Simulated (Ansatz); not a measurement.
# Ir (reference phase): the cost of one run

Method: DFT r²SCAN, with the methods named in each step, in Ansatz 0.2.0.

## (1) The starting structure

It takes space group Fm-3m (No. 225, cubic). The conventional cell has a = 3.839 Å, b = 3.839 Å, c = 3.839 Å, α = 90.00°, β = 90.00°, γ = 90.00°. Around Ir (site symmetry m-3m) lie 12 Ir at 2.71 Å.

Structure file:

```cif
data_structure
_symmetry_space_group_name_H-M 'P 1'
_symmetry_Int_Tables_number 1
_cell_length_a 2.7149
_cell_length_b 2.7149
_cell_length_c 2.7149
_cell_angle_alpha 60.000
_cell_angle_beta 60.000
_cell_angle_gamma 60.000
_cell_volume 14.15
loop_
_atom_site_label
_atom_site_type_symbol
_atom_site_fract_x
_atom_site_fract_y
_atom_site_fract_z
_atom_site_occupancy
Ir1 Ir 0.00000 0.00000 0.00000 1
```

## (2) Relaxed, PAW

Contents of input.yaml:

```yaml
crystal:
  lattice:
    - [0.0, 1.9197, 1.9197]
    - [1.9197, 0.0, 1.9197]
    - [1.9197, 1.9197, 0.0]
  atoms:
    - { symbol: Ir, position: [0.0, 0.0, 0.0] }
kpoints:
  mp_grid: { grid: [23, 23, 23] }
scf:
  occupations: { method: fermi_dirac, width: 0.05 }
hamiltonian:
  xc: r2scan
  pseudopotentials: { kind: paw }
output:
  forces: true
  stress: true
relax:
  f_tol: 0.003
  max_steps: 80
  cell: {}
```

Command:

```console
ansatz run input.yaml --threads 1 --pin off --max-ram 3072MiB --backend cpu --events-out ev --progress --plain --runs-dir out
```

Q: Estimate wall time and peak memory on 1 thread of Arm Neoverse V2, shared host.

About 26 s, with a peak of 0.4 GiB.
